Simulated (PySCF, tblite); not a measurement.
**C6H10O: a rotation path, then NMR shifts on frames**

How do NMR shifts of C6H10O (`OC[C@H]1C=CCC1`) change as the atoms move?

Computed with tblite 0.8.0 and PySCF 2.14.0, with density-fitted response routines of our own, on a single molecule in the gas phase. Atoms count from 0, in the outputs and in this text.

## Step 1: The starting structure

17 atoms, charge 0, multiplicity 1; geometry from: GFN2-xTB.

Bonds of the start (Å): O0–C1 1.40, C1–C2 1.54, C2–C3 1.50, C3–C4 1.32, C4–C5 1.50, C5–C6 1.54, C6–C2 1.54, O0–H7 0.97, C1–H8 1.10, C1–H9 1.09, C2–H10 1.09, C3–H11 1.08, C4–H12 1.08, C5–H13 1.09, C5–H14 1.09, C6–H15 1.09, C6–H16 1.09.

## Step 2: A band between two rotamers with GFN2-xTB

Job settings and geometry (Å):

```
{"job": {"kind": "neb", "xc": "GFN2-xTB", "basis": "xTB", "atoms": [0, 1, 2, 6], "turn": 120}, "charge": 0, "multiplicity": 1}
O     -1.816970     1.074336     0.322594
C     -1.793090    -0.213616    -0.237530
C     -0.368393    -0.781941    -0.370164
C      0.455849     0.084280    -1.281160
C      1.408421     0.731935    -0.632649
C      1.436895     0.394449     0.826429
C      0.403789    -0.738705     0.965164
H     -1.177481     1.616244    -0.155990
H     -2.274554    -0.211545    -1.228405
H     -2.387155    -0.840379     0.432026
H     -0.456408    -1.800702    -0.758934
H      0.228271     0.164388    -2.330990
H      2.107082     1.431054    -1.060750
H      2.433399     0.082789     1.143692
H      1.163123     1.267525     1.424457
H      0.905951    -1.690237     1.136551
H     -0.275729    -0.557845     1.795749
```

Method: GFN2-xTB climbing-image nudged elastic band, gas phase.

Launch:

```console
OMP_NUM_THREADS=1 python probes_run.py task.json out
```

One launch serves the whole session: the jobs run in the order shown.

Output:

```text
image   E - E0 / eV
  0       0.0000
  1       0.0297
  2       0.0961
  3       0.1685
  4       0.2097
  5       0.1961
  6       0.1385
  7       0.0731
  8       0.0438
```

Run time: 4.3 s. Hardware: 1 thread of Intel Xeon Platinum 8259CL at 2.50GHz, shared host; peak memory 0.19 GiB.

The final band, with the dihedral O0–C1–C2–C6:

```
image  dihedral (°)  energy (eV)  energy (kcal/mol)
    0            53        0.000                0.0
    1            68        0.030                0.7
    2            82        0.096                2.2
    3            98        0.168                3.9
    4           115        0.210                4.8
    5           130        0.196                4.5
    6           146        0.138                3.2
    7           163        0.073                1.7
    8           179        0.044                1.0
```

## Step 3: NMR shieldings: image 0, PBE0/pcSseg-1

Job settings and geometry (Å):

```
{"job": {"kind": "nmr", "xc": "PBE0", "basis": "pcSseg-1", "pop": false}, "charge": 0, "multiplicity": 1}
O     -1.817000     1.074300     0.322600
C     -1.793100    -0.213600    -0.237500
C     -0.368400    -0.781900    -0.370200
C      0.455800     0.084300    -1.281200
C      1.408400     0.731900    -0.632600
C      1.436900     0.394400     0.826400
C      0.403800    -0.738700     0.965200
H     -1.177500     1.616200    -0.156000
H     -2.274600    -0.211500    -1.228400
H     -2.387200    -0.840400     0.432000
H     -0.456400    -1.800700    -0.758900
H      0.228300     0.164400    -2.331000
H      2.107100     1.431100    -1.060800
H      2.433400     0.082800     1.143700
H      1.163100     1.267500     1.424500
H      0.906000    -1.690200     1.136600
H     -0.275700    -0.557800     1.795700
```

With the program's defaults for keys left out, this is: GIAO PBE0/pcSseg-1 NMR shielding, non-relativistic, gas phase.

Output:

```text
coarse grid: 13808 points
cycle   1  E = -309.3136578998  dE =  9.548e-01  |g| = 6.526e-01  |ddm| = 3.574e+00
cycle   2  E = -309.2542997523  dE =  5.936e-02  |g| = 8.798e-01  |ddm| = 1.230e+00
cycle   3  E = -309.3998389444  dE = -1.455e-01  |g| = 7.178e-02  |ddm| = 7.708e-01
cycle   4  E = -309.4006500262  dE = -8.111e-04  |g| = 3.375e-02  |ddm| = 8.170e-02
cycle   5  E = -309.4009038771  dE = -2.539e-04  |g| = 9.618e-03  |ddm| = 3.787e-02
cycle   6  E = -309.4009215840  dE = -1.771e-05  |g| = 3.992e-03  |ddm| = 1.101e-02
cycle   7  E = -309.4009254761  dE = -3.892e-06  |g| = 5.731e-04  |ddm| = 3.513e-03
final grid: 132176 points
cycle   8  E = -309.4540950656  dE = -4.158e-05  |g| = 1.059e-02  |ddm| = 4.082e-02
cycle   9  E = -309.4540768611  dE =  1.820e-05  |g| = 1.432e-02  |ddm| = 1.988e-02
cycle  10  E = -309.4541202634  dE = -4.340e-05  |g| = 1.020e-03  |ddm| = 1.129e-02
cycle  11  E = -309.4541204608  dE = -1.974e-07  |g| = 2.672e-04  |ddm| = 9.625e-04
cycle  12  E = -309.4541204738  dE = -1.306e-08  |g| = 7.890e-05  |ddm| = 2.843e-04
cycle  13  E = -309.4541204750  dE = -1.158e-09  |g| = 3.872e-05  |ddm| = 9.406e-05
cycle  14  E = -309.4541204753  dE = -3.640e-10  |g| = 6.444e-06  |ddm| = 3.737e-05
converged SCF energy = -309.4541204753

GIAO shielding tensors (ppm)
atom      isotropic    diamagn.    paramagn.     s11        s22        s33       span
  0 O      317.571     391.051     -73.479    291.844    308.305    352.564     60.720
  1 C      117.833     242.207    -124.375     96.453    114.985    142.060     45.606
  2 C      133.390     247.820    -114.430    118.638    137.205    144.327     25.688
  3 C       49.309     255.546    -206.237    -55.038     66.545    136.421    191.459
  4 C       43.420     254.763    -211.342    -67.673     57.621    140.313    207.986
  5 C      148.851     247.163     -98.312    125.554    153.536    167.464     41.910
  6 C      159.043     246.375     -87.332    131.428    170.186    175.514     44.086
  7 H       31.057      32.933      -1.876     21.248     30.538     41.385     20.138
  8 H       27.913      29.295      -1.382     22.949     27.088     33.701     10.752
  9 H       28.109      29.154      -1.045     24.310     27.030     32.987      8.677
 10 H       28.779      31.856      -3.077     25.252     26.555     34.529      9.278
 11 H       26.002      32.533      -6.531     24.301     26.254     27.450      3.149
 12 H       25.506      31.121      -5.615     24.413     24.547     27.559      3.145
 13 H       29.159      29.219      -0.060     24.359     27.043     36.075     11.717
 14 H       29.108      29.705      -0.597     25.583     27.061     34.680      9.096
 15 H       29.595      30.518      -0.923     24.053     27.973     36.758     12.705
 16 H       29.614      30.585      -0.971     25.813     28.394     34.636      8.823
```

Wall time 28 s (1 thread of Intel Xeon Platinum 8259CL at 2.50GHz, shared host); peak memory 0.76 GiB.

Shifts follow as δ = σ(reference) − σ, with reference shieldings (ppm) from runs at the same level and on the same kind of geometry: 1H TMS 31.72, 13C TMS 186.9, 17O H2O 336.1. The references are single molecules in the gas phase, so shifts against H2O, NH3, PH3, H3PO4 or CFCl3 are not on the usual liquid scales and can be off by tens of ppm. Each atom is listed at this fixed geometry, with no averaging over motion; a spectrum would average atoms that exchange fast.

```
atoms                         environment  σ (ppm)  δ (ppm)
   C4                           alkene CH     43.4    143.5
   C3                           alkene CH     49.3    137.6
   C1                 sp3 CH2 bonded to O    117.8     69.1
   C2                      allylic sp3 CH    133.4     53.5
   C5                     allylic sp3 CH2    148.9     38.1
   C6                   sp3 CH2 in a ring    159.0     27.9
  H12            hydrogen on an alkene CH    25.51     6.21
  H11            hydrogen on an alkene CH    26.00     5.72
   H8  hydrogen on an sp3 CH2 bonded to O    27.91     3.80
   H9  hydrogen on an sp3 CH2 bonded to O    28.11     3.61
  H10       hydrogen on an allylic sp3 CH    28.78     2.94
  H14      hydrogen on an allylic sp3 CH2    29.11     2.61
  H13      hydrogen on an allylic sp3 CH2    29.16     2.56
  H15    hydrogen on an sp3 CH2 in a ring    29.59     2.12
  H16    hydrogen on an sp3 CH2 in a ring    29.61     2.10
   H7       hydrogen on an alcohol oxygen    31.06     0.66
   O0                      alcohol oxygen    317.6     18.5
```

Ring of atoms C2, C3, C4, C5, C6: NICS(0) -3.1, NICS(1) -3.3, NICS(1)zz -5.1 ppm (means of both faces).

## Step 4: NMR shieldings: image 2, PBE0/pcSseg-1

Job settings and geometry (Å):

```
{"job": {"kind": "nmr", "xc": "PBE0", "basis": "pcSseg-1", "pop": false}, "charge": 0, "multiplicity": 1}
O     -1.878200     1.225300    -0.113700
C     -1.802700    -0.177000    -0.165000
C     -0.370200    -0.730800    -0.355300
C      0.451400     0.199900    -1.206800
C      1.423800     0.779300    -0.524000
C      1.484200     0.310200     0.895400
C      0.449000    -0.826100     0.950000
H     -1.431600     1.578800    -0.892600
H     -2.445400    -0.558700    -0.974100
H     -2.214900    -0.524600     0.785400
H     -0.471800    -1.715700    -0.821200
H      0.210000     0.375000    -2.243200
H      2.112200     1.520400    -0.894800
H      2.486100    -0.033900     1.159700
H      1.225400     1.127400     1.573200
H      0.953200    -1.792400     0.988200
H     -0.187400    -0.744800     1.828900
```

Method: GIAO PBE0/pcSseg-1 NMR shielding, non-relativistic, gas phase.

Output:

```text
coarse grid: 13808 points
cycle   1  E = -309.3052663546  dE =  9.507e-01  |g| = 6.612e-01  |ddm| = 3.575e+00
cycle   2  E = -309.2419712472  dE =  6.330e-02  |g| = 8.968e-01  |ddm| = 1.287e+00
cycle   3  E = -309.3937176605  dE = -1.517e-01  |g| = 7.066e-02  |ddm| = 8.106e-01
cycle   4  E = -309.3944800738  dE = -7.624e-04  |g| = 3.555e-02  |ddm| = 8.237e-02
cycle   5  E = -309.3947626828  dE = -2.826e-04  |g| = 9.906e-03  |ddm| = 3.956e-02
cycle   6  E = -309.3947814642  dE = -1.878e-05  |g| = 4.310e-03  |ddm| = 1.145e-02
cycle   7  E = -309.3947860146  dE = -4.550e-06  |g| = 5.251e-04  |ddm| = 3.746e-03
final grid: 132176 points
cycle   8  E = -309.4483294776  dE = -3.662e-05  |g| = 1.068e-02  |ddm| = 3.527e-02
cycle   9  E = -309.4483109261  dE =  1.855e-05  |g| = 1.442e-02  |ddm| = 2.035e-02
cycle  10  E = -309.4483550799  dE = -4.415e-05  |g| = 9.972e-04  |ddm| = 1.168e-02
cycle  11  E = -309.4483552691  dE = -1.893e-07  |g| = 2.695e-04  |ddm| = 9.731e-04
cycle  12  E = -309.4483552824  dE = -1.331e-08  |g| = 7.763e-05  |ddm| = 2.813e-04
cycle  13  E = -309.4483552836  dE = -1.129e-09  |g| = 3.776e-05  |ddm| = 8.996e-05
cycle  14  E = -309.4483552839  dE = -3.434e-10  |g| = 6.367e-06  |ddm| = 3.659e-05
converged SCF energy = -309.4483552839

GIAO shielding tensors (ppm)
atom      isotropic    diamagn.    paramagn.     s11        s22        s33       span
  0 O      302.566     389.592     -87.026    264.215    285.266    358.218     94.002
  1 C      115.316     240.879    -125.563     97.272    110.585    138.090     40.817
  2 C      134.485     247.577    -113.092    116.903    136.108    150.445     33.542
  3 C       53.152     255.479    -202.327    -54.019     72.675    140.799    194.818
  4 C       40.720     254.346    -213.625    -70.081     52.585    139.657    209.738
  5 C      149.124     247.090     -97.966    125.929    152.343    169.100     43.171
  6 C      152.526     246.593     -94.067    122.465    159.273    175.839     53.373
  7 H       31.432      32.499      -1.067     21.662     30.855     41.778     20.116
  8 H       27.571      29.036      -1.465     22.332     27.461     32.922     10.590
  9 H       28.111      29.084      -0.973     24.478     27.853     32.003      7.524
 10 H       28.806      32.068      -3.262     24.612     27.493     34.312      9.700
 11 H       26.087      32.701      -6.615     24.290     26.549     27.420      3.130
 12 H       25.440      30.989      -5.549     24.365     24.542     27.413      3.047
 13 H       29.184      29.145       0.039     24.499     27.129     35.924     11.424
 14 H       28.976      29.452      -0.477     25.222     26.879     34.826      9.604
 15 H       29.356      30.554      -1.198     24.103     28.019     35.948     11.845
 16 H       29.938      30.925      -0.987     26.065     28.609     35.142      9.077
```

It took 28 s on 1 thread of Intel Xeon Platinum 8259CL at 2.50GHz, shared host; peak memory 0.79 GiB.

This run: δ C4 146.2, C3 133.8, C1 71.6, C2 52.4, H12 6.28, H11 5.63 ppm.

[end of part 1 of 2]
